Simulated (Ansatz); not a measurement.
Predict the output of the script below (Ansatz's Python interface).

`restart_rb3pt.py`:
```python
# -*- coding: utf-8 -*-
'''Start a denser mesh for Rb3Pt from a saved density.'''

from dataclasses import dataclass

import ansatz as az


@dataclass
class RunConfig:
    cutoff: int = 510
    smearing: str = 'methfessel_paxton'
    width_ev: float = 0.1


opts = RunConfig()

system = (
    az.Lattice.of((5.49879, 0.0, 0.0), (0.0, 5.49879, 0.0), (0.0, 0.0, 5.49879))
    .atom('Rb', (0.0, 0.0, 0.5))
    .atom('Rb', (0.0, 0.5, 0.0))
    .atom('Rb', (0.5, 0.0, 0.0))
    .atom('Pt', (0.5, 0.5, 0.5))
)

setup = (
    system.calculation()
    .basis(opts.cutoff)
    .occupations(opts.smearing, width=opts.width_ev)
)
coarse = setup.kpoints(*(2, 2, 2)).checkpoint(write='rb3pt.run').run(threads=1).report
warm = setup.kpoints(*(4, 4, 4)).checkpoint(read='rb3pt.run').run(threads=1).report
cold = setup.kpoints(*(4, 4, 4)).run(threads=1).report
for label, data in (('coarse', coarse), ('fine, from the saved density', warm), ('fine, fresh start', cold)):
    print(f'{label:30s} F = {data["free_energy_ev"]:.5f} eV  iterations {data["n_iterations"]}')
```

Output of `python restart_rb3pt.py`:
```text
coarse                         F = -22324.30334 eV  iterations 7
fine, from the saved density   F = -22324.12133 eV  iterations 6
fine, fresh start              F = -22324.12133 eV  iterations 7
```

Reading the output:
- Total energies depend on the potentials; only differences at equal settings carry meaning. A total without «per atom» is that of the cell as typed.
- No spin polarisation was allowed.
- The mesh is modest for a metal, so energies can be off by several to tens of meV an atom and pressures by half a GPa or more; differences at equal mesh fare better.
- Spin-orbit coupling, which matters for elements this heavy, is left out.
- No functional is typed, so the default, PBE, holds.
- This cell is a computed structure, which may not be the phase found in nature.
- Wall time of the script: 6.6 s on 1 thread of Arm Neoverse V2, on a shared host, peak memory 0.46 GiB.

(A comment or docstring line of the script was reworded after the run, the code is as it ran; lines on the test bed's own set-up are left out of the output.)
